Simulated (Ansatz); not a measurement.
BFH6OSi2, SMILES OB(F)[SiH2][SiH3], a ladder of methods at one geometry

Program: Ansatz 0.2.0, Python API.

Typed at the interpreter:
```pycon
>>> from pathlib import Path
>>> import ansatz as az
>>> from ase import Atoms
>>> import numpy as np
>>> BASIS = "def2-SVP"
>>> atoms = Atoms(["O", "B", "F", "Si", "Si", "H", "H", "H", "H", "H", "H"], positions=[
...     (-2.004, 1.0985, -0.0923),
...     (-0.9719, 0.8087, -1.0245),
...     (-0.8049, 1.5948, -2.236),
...     (0.2987, -0.6542, -0.6279),
...     (1.2427, -0.287, 1.3082),
...     (-2.8227, 0.6238, -0.4233),
...     (1.2591, -0.7831, -1.6843),
...     (-0.5129, -1.8933, -0.5418),
...     (0.2322, -0.136, 2.4267),
...     (2.0161, 0.9688, 1.2576),
...     (2.133, -1.3979, 1.6581),
... ])
>>> system = az.Crystal.molecule_from_ase(atoms)
>>> setup = system.calculation().basis(gaussian=BASIS)
>>> print("functional    E (Ha)        dipole (D)   HOMO (eV)  LUMO (eV)")
functional    E (Ha)        dipole (D)   HOMO (eV)  LUMO (eV)
>>> for name in ["blyp", "pbe", "r2scan", "lda"]:
...     r = setup.functional(name).forces().orbitals().run(threads=1, runs_dir="runs").report
...     lines = Path(r["orbitals_path"]).read_text().splitlines()
...     field_of = lambda key: [line.split("=")[1].strip() for line in lines if line.startswith(key)]
...     orbitals = [(27.211386 * float(e), s, float(n)) for e, s, n in zip(field_of("Ene="), field_of("Spin="), field_of("Occup="))]
...     homo = max(e for e, _, n in orbitals if n > 0.5)
...     lumo = min(e for e, _, n in orbitals if n < 0.5)
...     dipole = 4.803205 * np.linalg.norm(r["charge_distribution"]["dipole_moment_e_ang"])
...     print(f"{name:10s} {r['free_energy_ev'] / 27.211386246:14.6f} {dipole:9.3f} {homo:11.3f} {lumo:10.3f}")
...
blyp          -782.175425     1.804      -6.656     -2.143
pbe           -781.706652     1.823      -6.805     -2.352
r2scan        -782.079814     1.890      -7.175     -2.127
lda           -778.410038     1.897      -6.914     -2.561
```

Reading the output:
- Total energies depend on the basis set; only differences at equal settings carry meaning.
- The geometry is a force-field or estimated start, not a minimum of this method, and the basis set is short of its limit. A lower total doesn't mark the better method: functionals have no common bound, and MP2 and coupled cluster aren't variational.
- Levels such as HOMO and LUMO are orbital energies: with these approximate functionals they aren't the ionisation energy and electron affinity, and their gap isn't the fundamental gap.
- Run time: 8.9 s on 1 thread of INTEL(R) XEON(R) PLATINUM 8581C CPU @ 2.30GHz (Emerald Rapids) (shared host), peak memory 0.24 GiB.
